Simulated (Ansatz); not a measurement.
# C2H6GeO: one species, many methods

How much do the methods differ for C2H6GeO? The plan is to run it at one geometry with functionals of several rungs and with coupled cluster. The yardstick is the atomisation energy at the CCSD(T) limit.

Method: functionals in def2-TZVPP, the program's frozen cores in correlated methods; program: Ansatz 0.2.0, Gaussian basis.

Plan: PBE-D4, r2SCAN-D4, PBE0-D4, B3LYP-D4, ωB97X-V, ωB97M-V, B2PLYP; CCSD(T)/def2-TZVPP; MP2/def2-QZVPP; extrapolation to the limit.

## Step 1: The relaxed structure

The geometry comes from an earlier relaxation with PBE0-D4 in a triple-zeta def2 set; it is a stationary point, not always the lowest conformer.

SMILES `O=C[CH2][GeH3]`, 10 atoms, charge 0, spin multiplicity 1.

Atoms are counted from 1 here; the program's logs count them from 0.

Bond lengths: O1–C2 1.203 Å, C2–C3 1.484 Å, C2–H5 1.113 Å, C3–Ge4 1.981 Å, C3–H6 1.093 Å, C3–H7 1.091 Å, Ge4–H8 1.537 Å, Ge4–H9 1.536 Å, Ge4–H10 1.533 Å. Angles: O1–C2–C3 124.8°, O1–C2–H5 120.3°, C3–C2–H5 115.0°, C2–C3–Ge4 109.8°, C2–C3–H6 110.9°, C2–C3–H7 110.7°, Ge4–C3–H6 106.6°, Ge4–C3–H7 107.9°, H6–C3–H7 110.8°, C3–Ge4–H8 109.4°, C3–Ge4–H9 108.2°, C3–Ge4–H10 109.1°, H8–Ge4–H9 109.6°, H8–Ge4–H10 110.0°, H9–Ge4–H10 110.5°.

Geometry (Å):

```xyz
10
charge 0, multiplicity 1
O    -1.8607    0.8535   -1.2699
C    -0.6737    0.6711   -1.2038
C     0.1334    0.7931    0.0353
Ge    0.4036   -0.9976    0.8382
H    -0.1035    0.3582   -2.1066
H     1.1275    1.1900   -0.1840
H    -0.3784    1.4165    0.7697
H     1.0471   -1.9302   -0.2000
H     1.3406   -0.8451    2.0451
H    -0.9527   -1.5607    1.2789
```

## Step 2: PBE-D4 (GGA)

in.yaml

```yaml
crystal:
  periodic: [false, false, false]
  atoms:
    - {symbol: O, position_ang: [-1.860749, 0.853534, -1.269876]}
    - {symbol: C, position_ang: [-0.673743, 0.671129, -1.203772]}
    - {symbol: C, position_ang: [0.133385, 0.793105, 0.035320]}
    - {symbol: Ge, position_ang: [0.403599, -0.997573, 0.838204]}
    - {symbol: H, position_ang: [-0.103487, 0.358203, -2.106627]}
    - {symbol: H, position_ang: [1.127522, 1.190027, -0.184000]}
    - {symbol: H, position_ang: [-0.378437, 1.416454, 0.769713]}
    - {symbol: H, position_ang: [1.047089, -1.930210, -0.199980]}
    - {symbol: H, position_ang: [1.340613, -0.845135, 2.045102]}
    - {symbol: H, position_ang: [-0.952694, -1.560732, 1.278916]}
basis:
  gaussian: {orbitals: def2-TZVPP}
hamiltonian: {xc: pbe, dispersion: d4}
output: {forces: true, orbitals: {seedname: orbitals}}
```

The run is started by

```sh
$ ansatz run in.yaml --threads 4 --pin off --events-out ev --progress --plain --max-ram 10444MiB
```

The runs that follow: r2SCAN-D4 (meta-GGA); PBE0-D4 (hybrid); B3LYP-D4 (hybrid); ωB97X-V (range-separated); ωB97M-V (range-separated); B2PLYP (double hybrid); CCSD(T) in def2-TZVPP; MP2 in def2-QZVPP.

Before running them: what should the planned runs give, taken together? Wanted: atomisation energy, CCSD(T)/CBS; farthest; mean size of error, hybrid; mean size of error, range-separated; gap, smallest and largest; T1 diagnostic; triples share of the correlation energy.

As calculated:

```
                               quantity                                           value
        atomisation energy, CCSD(T)/CBS                                   3592.8 kJ/mol
 functionals within 35.9 kJ/mol (1.0 %)  r2SCAN-D4, PBE0-D4, B3LYP-D4, ωB97X-V, ωB97M-V
                               farthest                           PBE-D4 (+60.7 kJ/mol)
             mean size of error, hybrid                                     10.8 kJ/mol
    mean size of error, range-separated                                      8.1 kJ/mol
              gap, smallest and largest            3.88 eV (PBE-D4), 11.36 eV (ωB97X-V)
                          T1 diagnostic                                          0.0135
triples share of the correlation energy                                           3.9 %
```

PBE-D4 is off by +60.7 kJ/mol. Double hybrids carry the basis error of their MP2 part in triple zeta, and no dispersion term here, so their miss is partly the set-up's. Misses under about 35.9 kJ/mol are within the doubt on the reference itself, which lacks core-valence correlation, relativity and higher excitations, and its outer-core shells are covered unevenly. Hartree-Fock recovers 72 % of the binding; the rest is correlation. Orbital gaps span 3.9 to 11.4 eV; exact exchange widens them. Correlated methods include outer-core shells of Ge, which these sets cover unevenly.
